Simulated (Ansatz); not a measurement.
# NbTe (Pm-3m) in Ansatz: further runs

Runs on NbTe. Level: PBE. Tasks: single point.

Everything below comes from runs of Ansatz 0.2.0. Logs are shortened: lines on timing, memory, paths and dates and some standing lists are left out, and cuts for length are marked.

### 1 The structure

Symmetry: Pm-3m, No. 221, cubic system. The conventional cell has a = 3.426 Å, b = 3.426 Å, c = 3.426 Å, α = 90.00°, β = 90.00°, γ = 90.00°. Around Nb (site symmetry m-3m) lie 8 Te at 2.97 Å. Te (site symmetry m-3m) has 8 Nb at 2.97 Å as nearest neighbours.

The cell was built by a generator and needn't be a form met in nature.

### 2 Single point, PBE

input.yaml

```yaml
crystal:
  lattice:
    - [3.4257, 0.0, 0.0]
    - [0.0, 3.4257, 0.0]
    - [0.0, 0.0, 3.4257]
  atoms:
    - { symbol: Nb, position: [0.5, 0.5, 0.5] }
    - { symbol: Te, position: [0.0, 0.0, 0.0] }
hamiltonian:
  xc: pbe
  pseudopotentials: { kind: paw }
kpoints:
  mp_grid: { grid: [8, 8, 8] }
scf:
  occupations: { method: gaussian, width: 0.013 }
output:
  forces: true
  stress: true
  eigenvalues: true
  write_density: true
  write_potential: true
  elf: true
  volumetric_format: npy
```

Potentials or basis: Ansatz PAW.

Command:

```sh
> ansatz run input.yaml --threads 2 --pin off --max-ram 5632MiB --backend cpu --events-out ev --progress --plain --runs-dir out
```

Log:

```text
Warning: RAYON_NUM_THREADS=2 ignored (pool sized by the plan → 2); use --threads N
Engine: ansatz 0.2.0, x86_64-unknown-linux-gnu
Pseudopotentials: kind: paw
Pseudopotential: Nb, paw, valence charge 13, recommended cutoff 420 eV (normal), Nb.paw.azcp
Pseudopotential: Te, paw, valence charge 16, recommended cutoff 420 eV (normal), Te.paw.azcp
Functional definition: PBE
  parameter kappa = 0.804
  parameter beta = 0.06672455060314922
  exchange = pbe_x(kappa = kappa, mu = beta*pi^2/3)
  correlation = pbe_c(beta = beta)
Crystal: 2 atoms, lattice volume = 40.202 Å³
Basis set: ecut = 420 eV, 751 PW (Γ), exchange–correlation on 48×48×48 points (8 copies of the dense FFT grid, shifted against one another)
Bands: 19, of which v1, the nominal top of the filled ones, is band 15 counted from 1 (14 counted from 0)
Symmetry: 48 space group operations
Space group: Pm-3m (ITA 221), of the structure as read, at distance tolerance 3.4e-5 Å
k-points: 35 of 512
Non-local potential: Nb, projectors of the file, l = 0: 3, l = 1: 2, l = 2: 2, l = 3: 1
Non-local potential: Te, projectors of the file, l = 0: 2, l = 1: 2, l = 2: 2, l = 3: 2
PAW form: soft (Blöchl's): semilocal exchange-correlation on the pseudo side does not see the compensation charge
PAW one-centre angular grid: Nb, 590 points (default); XC on 64 Gauss nodes
PAW one-centre angular grid: Te, 590 points (default); XC on 64 Gauss nodes
Initial density: superposition of atomic densities (neutral atoms: chi_scale 0, normalization atom), corrected by the library's trained network
Initial wavefunctions: pseudopotential atomic-orbital guess
Functional: x = pbe(κ = 0.804, μ = 0.2195149727645171), c = pbe(β = 0.06672455060314922)
SCF iter   1: F=—  HF=-11532.367478 eV  |F-HF|=—  |Δ(HF+E_count)|=         —  Δρ=3.48e-3  dr2=3.42e-3  ethr=1.77e-3  ⟨swp⟩=6.1  Hψ=3429  notcnv=0
preconditioner: auto → none  [insulator: Δε(μ)=0.024 eV  Ē_g=7.635 eV  σ=0.013 eV  W_gap=0.79  n_scr=6 (ndim 8)  ℏωp=19.4 eV  f_vac=0.000  D(μ)=2.62/eV (n_scr^D=26)  ε∞_Penn≈7.5]
SCF iter   2: F=—  HF=-11532.367398 eV  |F-HF|=—  |Δ(HF+E_count)|=   7.95e-5  Δρ=1.73e-3  dr2=7.61e-4  ethr=1.18e-5  ⟨swp⟩=2.1  Hψ=1516  notcnv=0  defer=18
SCF iter   3: F=—  HF=-11532.367624 eV  |F-HF|=—  |Δ(HF+E_count)|=   2.26e-4  Δρ=4.16e-4  dr2=5.09e-5  ethr=2.62e-6  ⟨swp⟩=2.0  Hψ=1227  notcnv=0  defer=18
SCF iter   4: F=—  HF=-11532.367562 eV  |F-HF|=—  |Δ(HF+E_count)|=   6.19e-5  Δρ=1.25e-4  dr2=3.18e-6  ethr=1.75e-7  ⟨swp⟩=2.0  Hψ=1084  notcnv=0  defer=18
SCF iter   5: F=—  HF=-11532.367559 eV  |F-HF|=—  |Δ(HF+E_count)|=   2.65e-6  Δρ=2.04e-5  dr2=1.10e-7  ethr=1.10e-8  ⟨swp⟩=2.0  Hψ=1097  notcnv=0  defer=18
SCF iter   6: F=-11532.367559 eV  HF=-11532.367559 eV  |F-HF|=3.75e-9  |Δ(HF+E_count)|=   7.69e-8  Δρ=4.26e-6  dr2=3.41e-9  ethr=3.45e-10  ⟨swp⟩=9.4  Hψ=4132  notcnv=0
SCF 1 converged in 6 iterations: F = -11532.367559 eV  dr2 = 3.41e-9
SCF converged after 6 iterations
Free energy (F): -11532.367559 eV
Harris-Foulkes:  -11532.367559 eV  (|F-HF|=3.75e-9)
Internal energy: -11532.367324 eV  (E = F + TS)
E sigma→0 (E₀):  -11532.367442 eV
Entropy (-TS):   -0.000235 eV (-0.117 meV/atom)
Fermi energy:    17.369367 eV
--- Per-component energies (eV) ---
  E_band       = -226.258687
  E_kinetic    = 576.690923
  E_local      = -1487.579633  (includes V_loc(G=0)·N_el)
  E_nonlocal   = -188.737740
  E_hartree    = 840.458224
  E_xc         = -300.548405
  E_vxc        = -318.338332  (∫ρ·V_xc dr)
  E_paw        = -7737.161143  (= ΣΔE_a)
  E_vpaw       = -489.208132  (= ΣTr[D̂ρ^β])
  E_aug_tail   = -0.000157  (compensation charges beyond the density's cutoff)
  E_ewald      = -3235.489395
  E_smearing   = -0.000235  (= −TS)
  E_closure    = 0.000000  (closes the sum)
  Σ components = -11532.367559   (vs F -11532.367559, Δ=0.00e0)
--- Forces (eV/Å), atoms counted from 1 ---
  atom   1  Nb     0.00000000    -0.00000000    -0.00000000
  atom   2  Te    -0.00000000     0.00000000    -0.00000000
  max |Σ_I F_I| component: 1.69e-29 eV/Å
--- Stress (GPa, compression-positive) ---
       -0.125664       0.000000       0.000000
       -0.000000      -0.125664      -0.000000
       -0.000000      -0.000000      -0.125664
  P = ⅓ Tr σ = -0.1257 GPa (-1.257 kbar)
--- Band table (eV; the first three rows and the last of 35) ---
  k-point 0: bands = ["-37.8762", "-20.3670", "-20.3670", "-20.3417", "-20.3417", "-20.3417", "-13.8956", "-13.8956", "-13.8956", "2.9939", "14.7203", "14.7203", "16.1668", "16.1668", "16.1668", "18.4388", "18.4388", "18.4388", "20.9377"]
  k-point 1: bands = ["-37.8744", "-20.3668", "-20.3628", "-20.3432", "-20.3432", "-20.3416", "-13.9253", "-13.8918", "-13.8918", "3.1799", "13.7601", "14.8132", "15.8002", "15.8002", "16.4372", "18.4604", "18.9505", "18.9505", "21.7969"]
  k-point 2: bands = ["-37.8700", "-20.3665", "-20.3528", "-20.3470", "-20.3470", "-20.3413", "-13.9961", "-13.8825", "-13.8825", "3.6947", "11.9033", "15.0585", "15.1880", "15.1880", "17.3817", "18.5134", "20.0341", "20.0341", "22.8247"]
  k-point 34: bands = ["-37.8400", "-20.3629", "-20.3629", "-20.3629", "-20.3224", "-20.3224", "-14.0203", "-14.0203", "-14.0203", "7.0645", "10.9474", "10.9474", "10.9474", "19.4458", "19.4458", "19.4458", "19.9827", "19.9827", "22.1976"]
```

Run time: 1.7 s. Hardware: 2 threads of Intel Xeon at 2.70GHz, shared host; peak memory 0.35 GiB.

What came out:

* Free energy: -11532.3676 eV
* Pressure: -0.1 GPa
* Band gap on the k mesh: none (metal or under the smearing width)

### 3 Single point, PBE

Changes to input.yaml since step 2:

```diff
@@ -14,3 +14,3 @@
 scf:
-  occupations: { method: gaussian, width: 0.013 }
+  occupations: { method: gaussian, width: 0.014 }
 output:
@@ -19,5 +19 @@
   eigenvalues: true
-  write_density: true
-  write_potential: true
-  elf: true
-  volumetric_format: npy
```

Potentials or basis: Ansatz PAW.

Command:

```sh
> ansatz run input.yaml --threads 2 --pin off --max-ram 5632MiB --backend cpu --events-out ev --progress --plain --runs-dir out
```

Log:

```text
Warning: RAYON_NUM_THREADS=2 ignored (pool sized by the plan → 2); use --threads N
Engine: ansatz 0.2.0, x86_64-unknown-linux-gnu
Pseudopotentials: kind: paw
Pseudopotential: Nb, paw, valence charge 13, recommended cutoff 420 eV (normal), Nb.paw.azcp
Pseudopotential: Te, paw, valence charge 16, recommended cutoff 420 eV (normal), Te.paw.azcp
Functional definition: PBE
  parameter kappa = 0.804
  parameter beta = 0.06672455060314922
  exchange = pbe_x(kappa = kappa, mu = beta*pi^2/3)
  correlation = pbe_c(beta = beta)
Crystal: 2 atoms, lattice volume = 40.202 Å³
Basis set: ecut = 420 eV, 751 PW (Γ), exchange–correlation on 48×48×48 points (8 copies of the dense FFT grid, shifted against one another)
Bands: 19, of which v1, the nominal top of the filled ones, is band 15 counted from 1 (14 counted from 0)
Symmetry: 48 space group operations
Space group: Pm-3m (ITA 221), of the structure as read, at distance tolerance 3.4e-5 Å
k-points: 35 of 512
Non-local potential: Nb, projectors of the file, l = 0: 3, l = 1: 2, l = 2: 2, l = 3: 1
Non-local potential: Te, projectors of the file, l = 0: 2, l = 1: 2, l = 2: 2, l = 3: 2
PAW form: soft (Blöchl's): semilocal exchange-correlation on the pseudo side does not see the compensation charge
PAW one-centre angular grid: Nb, 590 points (default); XC on 64 Gauss nodes
PAW one-centre angular grid: Te, 590 points (default); XC on 64 Gauss nodes
Initial density: superposition of atomic densities (neutral atoms: chi_scale 0, normalization atom), corrected by the library's trained network
Initial wavefunctions: pseudopotential atomic-orbital guess
Functional: x = pbe(κ = 0.804, μ = 0.2195149727645171), c = pbe(β = 0.06672455060314922)
SCF iter   1: F=—  HF=-11532.367495 eV  |F-HF|=—  |Δ(HF+E_count)|=         —  Δρ=3.48e-3  dr2=3.41e-3  ethr=1.77e-3  ⟨swp⟩=6.1  Hψ=3429  notcnv=0
preconditioner: auto → none  [insulator: Δε(μ)=0.024 eV  Ē_g=7.635 eV  σ=0.014 eV  W_gap=0.77  n_scr=6 (ndim 8)  ℏωp=19.4 eV  f_vac=0.000  D(μ)=2.57/eV (n_scr^D=26)  ε∞_Penn≈7.5]
SCF iter   2: F=—  HF=-11532.367416 eV  |F-HF|=—  |Δ(HF+E_count)|=   7.86e-5  Δρ=1.72e-3  dr2=7.60e-4  ethr=1.18e-5  ⟨swp⟩=2.1  Hψ=1516  notcnv=0  defer=18
SCF iter   3: F=—  HF=-11532.367643 eV  |F-HF|=—  |Δ(HF+E_count)|=   2.26e-4  Δρ=4.16e-4  dr2=5.06e-5  ethr=2.62e-6  ⟨swp⟩=2.0  Hψ=1156  notcnv=0  defer=18
SCF iter   4: F=—  HF=-11532.367580 eV  |F-HF|=—  |Δ(HF+E_count)|=   6.22e-5  Δρ=1.25e-4  dr2=3.21e-6  ethr=1.74e-7  ⟨swp⟩=2.0  Hψ=1089  notcnv=0  defer=18
SCF iter   5: F=—  HF=-11532.367578 eV  |F-HF|=—  |Δ(HF+E_count)|=   2.66e-6  Δρ=2.03e-5  dr2=1.12e-7  ethr=1.11e-8  ⟨swp⟩=2.0  Hψ=1100  notcnv=0  defer=18
SCF iter   6: F=-11532.367578 eV  HF=-11532.367578 eV  |F-HF|=4.13e-9  |Δ(HF+E_count)|=   7.85e-8  Δρ=4.34e-6  dr2=3.61e-9  ethr=3.45e-10  ⟨swp⟩=5.5  Hψ=2273  notcnv=0
SCF 1 converged in 6 iterations: F = -11532.367578 eV  dr2 = 3.61e-9
SCF converged after 6 iterations
Free energy (F): -11532.367578 eV
Harris-Foulkes:  -11532.367578 eV  (|F-HF|=4.13e-9)
Internal energy: -11532.367311 eV  (E = F + TS)
E sigma→0 (E₀):  -11532.367444 eV
Entropy (-TS):   -0.000267 eV (-0.134 meV/atom)
Fermi energy:    17.369793 eV
--- Per-component energies (eV) ---
  E_band       = -226.259150
  E_kinetic    = 576.690752
  E_local      = -1487.578867  (includes V_loc(G=0)·N_el)
  E_nonlocal   = -188.738031
  E_hartree    = 840.457763
  E_xc         = -300.548663
  E_vxc        = -318.338617  (∫ρ·V_xc dr)
  E_paw        = -7737.160713  (= ΣΔE_a)
  E_vpaw       = -489.207545  (= ΣTr[D̂ρ^β])
  E_aug_tail   = -0.000157  (compensation charges beyond the density's cutoff)
  E_ewald      = -3235.489395
  E_smearing   = -0.000267  (= −TS)
  E_closure    = 0.000000  (closes the sum)
  Σ components = -11532.367578   (vs F -11532.367578, Δ=0.00e0)
--- Forces (eV/Å), atoms counted from 1 ---
  atom   1  Nb     0.00000000     0.00000000     0.00000000
  atom   2  Te    -0.00000000     0.00000000    -0.00000000
  max |Σ_I F_I| component: 1.43e-29 eV/Å
--- Stress (GPa, compression-positive) ---
       -0.123701      -0.000000       0.000000
        0.000000      -0.123701       0.000000
        0.000000       0.000000      -0.123701
  P = ⅓ Tr σ = -0.1237 GPa (-1.237 kbar)
--- Band table (eV; the first three rows and the last of 35) ---
  k-point 0: bands = ["-37.8763", "-20.3669", "-20.3669", "-20.3416", "-20.3416", "-20.3416", "-13.8957", "-13.8957", "-13.8957", "2.9939", "14.7203", "14.7203", "16.1668", "16.1668", "16.1668", "18.4388", "18.4388", "18.4388", "20.9377"]
  k-point 1: bands = ["-37.8745", "-20.3668", "-20.3628", "-20.3432", "-20.3432", "-20.3415", "-13.9254", "-13.8919", "-13.8919", "3.1799", "13.7600", "14.8132", "15.8002", "15.8002", "16.4372", "18.4603", "18.9504", "18.9504", "21.7969"]
  k-point 2: bands = ["-37.8701", "-20.3664", "-20.3528", "-20.3470", "-20.3470", "-20.3412", "-13.9962", "-13.8827", "-13.8827", "3.6947", "11.9033", "15.0584", "15.1880", "15.1880", "17.3816", "18.5133", "20.0340", "20.0340", "22.8247"]
  k-point 34: bands = ["-37.8402", "-20.3629", "-20.3629", "-20.3629", "-20.3223", "-20.3223", "-14.0204", "-14.0204", "-14.0204", "7.0645", "10.9474", "10.9474", "10.9474", "19.4458", "19.4458", "19.4458", "19.9826", "19.9826", "22.1975"]
```

Run time: 1.3 s. Hardware: 2 threads of Intel Xeon at 2.70GHz, shared host; peak memory 0.35 GiB.

What came out:

```yaml
Free_energy: -11532.3676 eV
Pressure: -0.1 GPa
Band_gap_on_the_k_mesh: none (metal or under the smearing width)
```

### 4 Single point, PBE

Changes to input.yaml since step 3:

```diff
@@ -14,3 +14,3 @@
 scf:
-  occupations: { method: gaussian, width: 0.014 }
+  occupations: { method: gaussian, width: 0.015 }
 output:
```

Command:

```sh
> ansatz run input.yaml --threads 2 --pin off --max-ram 5632MiB --backend cpu --events-out ev --progress --plain --runs-dir out
```

It took 1.3 s on 2 threads of Intel Xeon at 2.70GHz, shared host; peak memory 0.35 GiB.

It converged, with:

```
Free energy            : -11532.3676 eV
Pressure               : -0.1 GPa
Band gap on the k mesh : none (metal or under the smearing width)
```

Levels at points of the mesh, in eV from the Fermi level:
```csv
k point,band 12,band 13,band 14,band 15,band 16,band 17
"(0.00, 0.00, 0.00)",-2.65,-1.20,-1.20,-1.20,1.07,1.07
"(0.00, 0.00, -0.50)",-2.80,-2.80,-1.89,1.22,2.28,4.57
"(0.00, -0.50, -0.50)",-5.53,-2.60,-0.35,-0.35,0.60,1.21
"(-0.50, -0.50, -0.50)",-6.42,-6.42,2.08,2.08,2.08,2.61
```

The run has no spin-orbit coupling, so splittings on Te are missing.

### 5 Single point, PBE

Changes to input.yaml since step 4:

```diff
@@ -14,3 +14,3 @@
 scf:
-  occupations: { method: gaussian, width: 0.015 }
+  occupations: { method: gaussian, width: 0.016 }
 output:
@@ -19 +19,5 @@
   eigenvalues: true
+  write_density: true
+  write_potential: true
+  elf: true
+  volumetric_format: npy
```

Command:

```sh
> ansatz run input.yaml --threads 2 --pin off --max-ram 5632MiB --backend cpu --events-out ev --progress --plain --runs-dir out
```

Run time: 1.9 s. Hardware: 2 threads of Intel Xeon at 2.70GHz, shared host; peak memory 0.35 GiB.

It converged, with:

```yaml
Free_energy: -11532.3676 eV
Pressure: -0.1 GPa
Band_gap_on_the_k_mesh: none (metal or under the smearing width)
```

Levels at points of the mesh, in eV from the Fermi level:
| k point | band 10 | band 11 | band 12 | band 13 | band 14 | band 15 | band 16 | band 17 | band 18 | band 19 |
| --- | --- | --- | --- | --- | --- | --- | --- | --- | --- | --- |
| (0.00, 0.00, 0.00) | -14.38 | -2.65 | -2.65 | -1.20 | -1.20 | -1.20 | 1.07 | 1.07 | 1.07 | 3.57 |
| (0.00, 0.00, -0.50) | -12.64 | -7.81 | -2.80 | -2.80 | -1.89 | 1.22 | 2.28 | 4.57 | 4.78 | 4.78 |
| (0.00, -0.50, -0.50) | -12.06 | -5.53 | -5.53 | -2.60 | -0.35 | -0.35 | 0.60 | 1.21 | 2.50 | 4.08 |
| (-0.50, -0.50, -0.50) | -10.31 | -6.42 | -6.42 | -6.42 | 2.08 | 2.08 | 2.08 | 2.61 | 2.61 | 4.83 |

### 6 The runs side by side

```csv
smearing,gap on the mesh (eV),pressure (GPa)
gaussian 0.013 eV,none,-0.1
gaussian 0.014 eV,none,-0.1
gaussian 0.015 eV,none,-0.1
gaussian 0.016 eV,none,-0.1
```

Alike in all rows: task single point; level PBE; potentials or basis Ansatz PAW; no spin polarisation; cell as given; k mesh 8 × 8 × 8; cutoff (eV) 420.

Every run on the cell as given and a fine mesh finds a metal.

Absolute energies hang on the potentials; compare differences alone.
